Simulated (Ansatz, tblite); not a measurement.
# (LiNH2)3 ring (Li3N3H6): a ladder of methods and basis sets

How do method and basis change the picture of (LiNH2)3 ring (Li3N3H6) (singlet)?

Computed with Ansatz 0.2.0, Gaussian basis. Level: as each input shows.

The runs, in order: GFN1-xTB, GFN2-xTB, PBE-D4/def2-TZVP, r2SCAN-D4/def2-TZVP, HSE06-D4/def2-TZVP, B2PLYP/def2-TZVP, revPBE-D4/def2-TZVP, r2SCAN0-D4/def2-TZVP, BHLYP-D4/def2-TZVP, LDA/def2-TZVP, ωB97X-V/def2-TZVP, PBE-D4/def2-SVP, PBE0-D4/def2-SVP, HF/6-31G, B3LYP-D4/6-31G, CCSD(T)/def2-TZVPP, MP2/def2-TZVP, RPA/def2-TZVP.

## Step 1: The relaxed structure

The singlet was relaxed beforehand with PBE-D4/def2-SVP.

12 atoms, charge 0, spin multiplicity 1.

Bond lengths: Li1–N2 1.923 Å, Li1–N6 1.923 Å, N2–Li3 1.923 Å, N2–H7 1.034 Å, N2–H8 1.034 Å, Li3–N4 1.923 Å, N4–Li5 1.923 Å, N4–H9 1.034 Å, N4–H10 1.034 Å, Li5–N6 1.923 Å, N6–H11 1.034 Å, N6–H12 1.034 Å. Angles: N2–Li1–N6 143.1°, Li1–N2–Li3 96.9°, Li1–N2–H7 114.6°, Li1–N2–H8 114.6°, Li3–N2–H7 114.5°, Li3–N2–H8 114.6°, H7–N2–H8 102.3°, N2–Li3–N4 143.1°, Li3–N4–Li5 96.9°, Li3–N4–H9 114.7°, Li3–N4–H10 114.4°, Li5–N4–H9 114.7°, Li5–N4–H10 114.4°, H9–N4–H10 102.3°, N4–Li5–N6 143.1°, Li1–N6–Li5 96.8°, Li1–N6–H11 114.7°, Li1–N6–H12 114.5° and more.

PBE0-D4/def2-TZVP was run before; its log isn't repeated, and its numbers join the tables.

## Step 2: GFN1-xTB

Tight binding, by tblite at 300 K electronic temperature and without a spin-polarisation term:

```python
tblite.interface.Calculator('GFN1-xTB', numbers, positions, charge=0, uhf=0).singlepoint()
```

Energy -379.0774 eV, HOMO -9.09 eV, LUMO -6.73 eV; 0.019 s.

## Step 3: GFN2-xTB

Tight binding, by tblite at 300 K electronic temperature and without a spin-polarisation term:

```python
tblite.interface.Calculator('GFN2-xTB', numbers, positions, charge=0, uhf=0).singlepoint()
```

Energy -344.3487 eV, HOMO -8.33 eV, LUMO -4.96 eV; 0.013 s.

## Step 4: PBE-D4/def2-TZVP

start.molden holds the orbitals of an earlier run on this state, given as this run's starting guess.

File in.yaml:

```yaml
crystal:
  periodic: [false, false, false]
  atoms:
    - {symbol: Li, position_ang: [-0.915913, -1.014564, 0.943514]}
    - {symbol: N, position_ang: [-1.999917, 0.491866, 0.440950]}
    - {symbol: Li, position_ang: [-0.660524, 1.403865, -0.593832]}
    - {symbol: N, position_ang: [1.162021, 1.287619, -1.194734]}
    - {symbol: Li, position_ang: [1.578907, -0.384708, -0.342641]}
    - {symbol: N, position_ang: [0.838346, -1.778464, 0.755542]}
    - {symbol: H, position_ang: [-2.373310, 1.036982, 1.236149]}
    - {symbol: H, position_ang: [-2.857724, 0.249128, -0.082583]}
    - {symbol: H, position_ang: [1.762792, 2.079345, -0.910235]}
    - {symbol: H, position_ang: [1.274017, 1.283434, -2.222593]}
    - {symbol: H, position_ang: [1.337965, -1.936728, 1.646654]}
    - {symbol: H, position_ang: [0.853339, -2.717774, 0.323799]}
basis:
  gaussian: {orbitals: def2-TZVP, initial_orbitals: start.molden}
hamiltonian: {xc: pbe, dispersion: d4}
scf: {omitted_lower_state_checks: [starts]}
output: {orbitals: {seedname: orbitals}}
```

Run with:

```
ansatz run in.yaml --threads 4 --pin off --events-out ev --progress --plain --max-ram 3916MiB
```

After this run come: r2SCAN-D4/def2-TZVP; HSE06-D4/def2-TZVP; B2PLYP/def2-TZVP; revPBE-D4/def2-TZVP; r2SCAN0-D4/def2-TZVP; BHLYP-D4/def2-TZVP; LDA/def2-TZVP; ωB97X-V/def2-TZVP; PBE-D4/def2-SVP; PBE0-D4/def2-SVP; HF/6-31G; B3LYP-D4/6-31G; CCSD(T)/def2-TZVPP; MP2/def2-TZVP; RPA/def2-TZVP.

**Question.** What will the summary of the whole plan be? Wanted: gap in def2-TZVP, named functionals, smallest and largest; correlation energy, CCSD(T)/def2-TZVPP; correlation energy, MP2/def2-TZVP; binding an atom, CCSD(T)/def2-TZVPP; PBE0 total energy, smallest basis above largest.

The runs gave:

| quantity | value |
| --- | --- |
| gap in def2-TZVP, named functionals, smallest and largest | 3.75 eV (revPBE-D4), 9.54 eV (ωB97X-V) |
| correlation energy, CCSD(T)/def2-TZVPP | -24.27 eV |
| correlation energy, MP2/def2-TZVP | -21.84 eV |
| binding an atom, CCSD(T)/def2-TZVPP | 3.089 eV |
| PBE0 total energy, smallest basis above largest | 5.66 eV (def2-SVP, def2-TZVP) |

Over the named functionals in def2-TZVP the gap runs from 3.75 eV (revPBE-D4) to 9.54 eV (ωB97X-V); exact exchange widens it. A small miss in a minimal or small basis is a cancelling of errors, not accuracy. The functionals in def2-TZVP miss CCSD(T)/def2-TZVPP by -0.022 (r2SCAN0-D4) to +0.505 eV (LDA) an atom. The reference is CCSD(T) in one finite basis, so it carries an error of its own, often a tenth of an eV or more, and near misses can't be ranked.
